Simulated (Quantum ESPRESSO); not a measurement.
# Zn in Quantum ESPRESSO: a series of runs, part 3 of 3

Quantum ESPRESSO 7.5. The steps go on from the part before.

## (6) Work function, PBE

Input file pw.in:

```
&CONTROL
  calculation = 'scf'
  prefix = 'pwscf'
  outdir = './tmp'
  pseudo_dir = './pseudo'
  tprnfor = .true.
  disk_io = 'low'
/
&SYSTEM
  ibrav = 0
  celldm(1) = 8
  nat = 5
  ntyp = 1
  ecutwfc = 84
  nbnd = 64
  occupations = 'smearing'
  smearing = 'fd'
  degauss = 0.00367493
/
&ELECTRONS
  conv_thr = 5d-09
  electron_maxstep = 150
  mixing_beta = 0.3
  mixing_mode = 'local-TF'
/
ATOMIC_SPECIES
Zn    65.3800 Zn.upf
CELL_PARAMETERS alat
  0.6294673122426   0.0000000000000   0.0000000000000
 -0.3147336561267   0.5451346832571   0.0000000000000
  0.0000000000000   0.0000000000000   5.8802135388449
ATOMIC_POSITIONS crystal
Zn     0.3333333333    0.6666666666    0.3012846779
Zn     0.6666666667    0.3333333334    0.4006423389
Zn     0.3333333333    0.6666666666    0.5000000000
Zn     0.6666666667    0.3333333334    0.5993576611
Zn     0.3333333333    0.6666666666    0.6987153221
K_POINTS automatic
14 14 1 0 0 0
```

Input file pp_density.in:

```
&INPUTPP
  prefix = 'pwscf'
  outdir = './tmp'
  filplot = 'density.dat'
  plot_num = 0
/
&PLOT
  nfile = 1
  filepp(1) = 'density.dat'
  iflag = 3
  output_format = 6
  fileout = 'density.cube'
/
```

Input file pp_potential.in:

```
&INPUTPP
  prefix = 'pwscf'
  outdir = './tmp'
  filplot = 'potential.dat'
  plot_num = 11
/
&PLOT
  nfile = 1
  filepp(1) = 'potential.dat'
  iflag = 3
  output_format = 6
  fileout = 'potential.cube'
/
```

Input file pp_elf.in:

```
&INPUTPP
  prefix = 'pwscf'
  outdir = './tmp'
  filplot = 'elf.dat'
  plot_num = 8
/
&PLOT
  nfile = 1
  filepp(1) = 'elf.dat'
  iflag = 3
  output_format = 6
  fileout = 'elf.cube'
/
```

Potentials or basis: Ansatz NC SR PBE.

Started as:

```bash
$ OMP_NUM_THREADS=1 mpirun -n 2 pw.x -nk 2 -in pw.in > pw.out
$ OMP_NUM_THREADS=1 mpirun -n 1 pp.x -in pp_density.in > pp_density.out
$ OMP_NUM_THREADS=1 mpirun -n 1 pp.x -in pp_potential.in > pp_potential.out
$ OMP_NUM_THREADS=1 mpirun -n 1 pp.x -in pp_elf.in > pp_elf.out
```

pw.out:

```text
[... set-up lines left out ...]
     Self-consistent Calculation

     iteration #  1     ecut=    84.00 Ry     beta= 0.30
     Davidson diagonalization with overlap
     ethr =  1.00E-02,  avg # of iterations =  6.2

     Threshold (ethr) on eigenvalues was too large:
     Diagonalizing with lowered threshold

     Davidson diagonalization with overlap
     ethr =  1.15E-04,  avg # of iterations =  3.9

     negative rho (up, down):  2.132E-08 0.000E+00
[... 92 lines left out ...]
     iteration # 14     ecut=    84.00 Ry     beta= 0.30
     Davidson diagonalization with overlap
     ethr =  1.72E-11,  avg # of iterations =  2.0

     End of self-consistent calculation

          k = 0.0000 0.0000 0.0000 ( 13571 PWs)   bands (ev):

  -121.1189-121.1189-121.0684-120.9932-120.9932 -75.2600 -75.2596 -75.2518
   -75.2518 -75.2518 -75.2518 -75.2119 -75.1990 -75.1990 -75.1353 -75.1353
   -75.1238 -75.1238 -75.1238 -75.1238  -4.7496  -4.1874  -3.4543  -3.1218
    -3.0825  -2.3714  -2.2910  -2.1819  -2.1819  -2.1794  -2.1794  -2.1198
    -2.1198  -2.0412  -2.0412  -2.0398  -2.0398  -1.9124  -1.7546  -1.7546
    -1.7009  -1.7009  -1.6004  -1.6004  -1.5431  -1.5431  -1.5387  -1.5387
    -0.8181   1.0159   2.7770   5.3290   7.6671   8.9059   9.7616  10.0252
    11.9499  12.0598  14.6799  14.9882  17.6968  18.6884  21.8485  23.0077
[... 58 lines left out ...]
  -121.1164-121.1164-121.0660-120.9907-120.9907 -75.2787 -75.2786 -75.2588
   -75.2588 -75.2568 -75.2567 -75.2257 -75.2093 -75.2060 -75.1505 -75.1505
   -75.1325 -75.1325 -75.1308 -75.1308  -2.8839  -2.8791  -2.8371  -2.7351
    -2.7087  -2.5763  -2.5541  -2.4651  -2.2980  -2.1650  -1.9687  -1.9342
    -1.8799  -1.7542  -1.7216  -1.6601  -1.6261  -1.5897  -1.5814  -1.5717
    -1.4562  -1.4538  -1.3996  -1.3259  -1.3258   1.1702   1.7173   2.6758
     3.8991   4.9210   6.3623   6.4286   7.2887   8.2106   8.9093   9.7316
    11.0122  12.5815  13.2364  13.9915  14.5597  14.8461  15.2720  15.9610

          k = 0.0000-0.9172 0.0000 ( 13396 PWs)   bands (ev):

  -121.1163-121.1163-121.0658-120.9906-120.9906 -75.2801 -75.2800 -75.2592
   -75.2591 -75.2567 -75.2566 -75.2271 -75.2092 -75.2064 -75.1519 -75.1519
   -75.1323 -75.1323 -75.1311 -75.1311  -2.9010  -2.8996  -2.8594  -2.7587
    -2.7282  -2.6009  -2.5743  -2.4802  -2.3109  -2.1861  -1.9781  -1.9135
    -1.8871  -1.7323  -1.7258  -1.6290  -1.6237  -1.5838  -1.5624  -1.5407
    -1.4170  -1.4156  -1.3603  -1.2863  -1.2863   2.7975   3.2699   3.3960
     3.8399   3.9688   5.7519   6.2662   6.5824   7.4166   8.2088   9.8112
    11.6122  12.0461  13.1304  14.0889  15.0237  15.5853  15.7716  16.1032
[... 168 lines left out ...]
  -121.1160-121.1160-121.0655-120.9903-120.9903 -75.2738 -75.2738 -75.2696
   -75.2696 -75.2563 -75.2562 -75.2209 -75.2168 -75.2088 -75.1457 -75.1457
   -75.1415 -75.1415 -75.1320 -75.1320  -2.4943  -2.4547  -2.3896  -2.3832
    -2.3440  -2.3248  -2.3109  -2.2660  -2.2042  -2.1535  -2.1218  -2.1169
    -2.0359  -2.0288  -1.9443  -1.9382  -1.9115  -1.8846  -1.8169  -1.7521
    -1.6633  -1.6136  -1.6022  -1.5737  -1.5676   5.0275   5.0792   5.4927
     5.7433   6.2742   7.0641   7.1591   7.6094   8.0281   8.2567   8.8180
     9.3130   9.7786  10.0702  11.5908  11.6911  12.8031  13.7862  14.7751

     the Fermi energy is     5.4635 ev

!    total energy              =   -2090.11005312 Ry
     estimated scf accuracy    <          2.6E-09 Ry
     smearing contrib. (-TS)   =      -0.00093192 Ry
     internal energy E=F+TS    =   -2090.10912120 Ry

     The total energy is F=E-TS. E is the sum of the following terms:
     one-electron contribution =  -13072.11810760 Ry
     hartree contribution      =    6531.95639396 Ry
     xc contribution           =    -224.44387890 Ry
     ewald contribution        =    4674.49647134 Ry

     convergence has been achieved in  14 iterations

     Forces acting on atoms (cartesian axes, Ry/au):

     atom    1 type  1   force =    -0.00000000    0.00000000    0.00018165
     atom    2 type  1   force =     0.00000000    0.00000000    0.00520199
     atom    3 type  1   force =     0.00000000    0.00000000    0.00000000
     atom    4 type  1   force =     0.00000000    0.00000000   -0.00520199
     atom    5 type  1   force =     0.00000000   -0.00000000   -0.00018165

     Total force =     0.007361     Total SCF correction =     0.000096

=------------------------------------------------------------------------------=
   JOB DONE.
=------------------------------------------------------------------------------=
```

pp_density.out:

```text
This program is part of the open-source Quantum ESPRESSO suite
     for quantum simulation of materials; please cite
         "P. Giannozzi et al., J. Phys.:Condens. Matter 21 395502 (2009);
         "P. Giannozzi et al., J. Phys.:Condens. Matter 29 465901 (2017);
         "P. Giannozzi et al., J. Chem. Phys. 152 154105 (2020);
     in publications or presentations arising from this work. More details at

     IMPORTANT: XC functional enforced from input :
     Exchange-correlation= PBE
                           (   1   4   3   4   0   0   0)
     Any further DFT definition will be discarded
     Please, verify this is what you really want

     G-vector sticks info
     --------------------
     sticks:   dense  smooth     PW     G-vecs:    dense   smooth      PW
     Sum         583     583    163               107513   107513   17039

     Using Slab Decomposition

     Calling punch_plot, plot_num =   0
     Writing data to file  density.dat
     Reading data from file  density.dat

     Writing data to be plotted to file density.cube
     Plot Type: 3D                     Output format: Gaussian cube

=------------------------------------------------------------------------------=
   JOB DONE.
=------------------------------------------------------------------------------=
```

It took 4.6 min on 2 MPI ranks of Intel Xeon Platinum 8259CL at 2.50GHz (Skylake/Cascade Lake), shared host; peak memory 0.72 GiB.

What came out:

```yaml
Free_energy: -28437.3960 eV
Largest_force: 0.134 eV/Å
Band_gap_on_the_k_mesh: none (metal or under the smearing width)
Work_function_of_the_upper_face: 3.96 eV
Work_function_of_the_lower_face: 3.96 eV
```

Forces on the atoms (eV/Å):
```
Zn   0.000  0.000  0.005
Zn   0.000  0.000  0.134
Zn   0.000  0.000  0.000
Zn   0.000  0.000 -0.134
Zn   0.000  0.000 -0.005
```

Levels at points of the mesh, in eV from the Fermi level:
| k point | band 48 | band 49 | band 50 | band 51 | band 52 | band 53 |
| --- | --- | --- | --- | --- | --- | --- |
| (0.00, 0.00, 0.00) | -7.00 | -6.28 | -4.45 | -2.69 | -0.13 | 2.20 |
| (0.00, -0.50, 0.00) | -2.07 | -1.62 | -1.49 | 0.29 | 0.80 | 1.12 |

## (7) The runs side by side

| k mesh | mesh quality | gap on the mesh (eV) | largest force (eV/Å) | work function (eV) |
| --- | --- | --- | --- | --- |
| 7 × 7 × 1 | coarse | none | 0.11 | 4.23 |
| 9 × 9 × 1 | not flagged | none | 0.09 | 3.85 |
| 11 × 11 × 1 | not flagged | none | 0.15 | 4.05 |
| 14 × 14 × 1 | not flagged | none | 0.13 | 3.96 |

Alike in all rows: task work function; level PBE; potentials or basis Ansatz NC SR PBE; no spin polarisation; cell as given; cutoff (eV) 1143; smearing fermi-dirac 0.05 eV.

Caveats: some runs use coarse meshes.

Total energies depend on the potentials used, so only differences within one code and one set of settings carry meaning.
